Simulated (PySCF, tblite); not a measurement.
**C5H9NOSi: geometry, infrared bands and NMR shifts**

Aim: predict the infrared bands and NMR shifts of C5H9NOSi (`N#C[C@@H]1COCC[SiH2]1`).

The runs use tblite 0.8.0 and PySCF 2.14.0, with density-fitted response routines of our own; the level of theory stands in each step. All values are computed, except where a source is named. Atoms are numbered from 0 throughout.

### 1 The starting structure

17 atoms, charge 0, multiplicity 1; geometry from: force field or distance geometry start.

Bonds of the start (Å): N0–C1 1.17, C1–C2 1.46, C2–C3 1.53, C3–O4 1.44, O4–C5 1.44, C5–C6 1.53, C6–Si7 1.89, Si7–C2 1.90, C2–H8 1.10, C3–H9 1.11, C3–H10 1.09, C5–H11 1.10, C5–H12 1.08, C6–H13 1.09, C6–H14 1.10, Si7–H15 1.48, Si7–H16 1.48.

### 2 Geometry optimisation with GFN2-xTB

The job: settings as JSON, then the geometry in Å.

```
{"job": {"kind": "relax", "xc": "GFN2-xTB", "basis": "xTB"}, "charge": 0, "multiplicity": 1}
N      3.713600     0.426900    -0.282900
C      2.597100     0.328400     0.052300
C      1.222000     0.166500     0.505900
C      0.727700    -1.258200     0.246800
O     -0.624200    -1.457000     0.711600
C     -1.605600    -0.863400    -0.164100
C     -1.624200     0.660900    -0.013800
Si     0.075300     1.408400    -0.358100
H      1.143600     0.376700     1.577700
H      1.345100    -1.964400     0.835300
H      0.811700    -1.571300    -0.798600
H     -2.579500    -1.269000     0.134000
H     -1.425900    -1.173800    -1.187700
H     -2.376100     1.095000    -0.672600
H     -1.891900     0.920400     1.024900
H      0.298500     1.406000    -1.817600
H      0.185800     2.779900     0.197000
```

Launch:

```bash
> OMP_NUM_THREADS=1 python probes_run.py task.json out
```

The driver reads the jobs from task.json and runs them one after another.

**Question.** This job is followed by: GFN2-xTB harmonic vibrations, gas phase; GIAO PBE0/pcSseg-1 NMR shielding, non-relativistic, gas phase. Predict these results of the whole session: strongest single infrared mode (GFN2-xTB); zero-point energy (GFN2-xTB); ¹³C shifts against TMS (PBE0/pcSseg-1); ¹H shifts against TMS (PBE0/pcSseg-1); ¹⁵N shifts against NH3 (PBE0/pcSseg-1); ¹⁷O shifts against H2O (PBE0/pcSseg-1); ²⁹Si shifts against TMS (PBE0/pcSseg-1).

**Answer**, as computed:

```
                                 quantity                                                     value
strongest single infrared mode (GFN2-xTB)                                     2393 cm⁻¹, 331 km/mol
             zero-point energy (GFN2-xTB)                                             81.1 kcal/mol
   ¹³C shifts against TMS (PBE0/pcSseg-1)                         123.0, 73.4, 71.3, 10.9, 10.4 ppm
    ¹H shifts against TMS (PBE0/pcSseg-1)  4.67, 4.55, 4.43, 4.34, 3.47, 3.47, 1.98, 1.11, 0.56 ppm
   ¹⁵N shifts against NH3 (PBE0/pcSseg-1)                                                 299.1 ppm
   ¹⁷O shifts against H2O (PBE0/pcSseg-1)                                                  54.9 ppm
  ²⁹Si shifts against TMS (PBE0/pcSseg-1)                                                 -44.6 ppm
```

What this shows: The optimisation took 34 steps and gained 0.178 eV; among the close pairs (by a distance rule), C3–O4 changed most, from 1.443 to 1.402 Å. All 45 modes are real, so the xTB geometry is a minimum. The strongest single mode, at 2393 cm⁻¹, moves mainly C1 and N0. Unscaled tight-binding wavenumbers are off by several per cent, some by more. Its intensities can rank the bands wrongly. C1 (nitrile carbon) lies farthest downfield among carbon, at 123.0 ppm; typical of a nitrile. At PBE0/pcSseg-1: The widest tensor belongs to N0: span 500 ppm, with a paramagnetic part of -371 ppm.
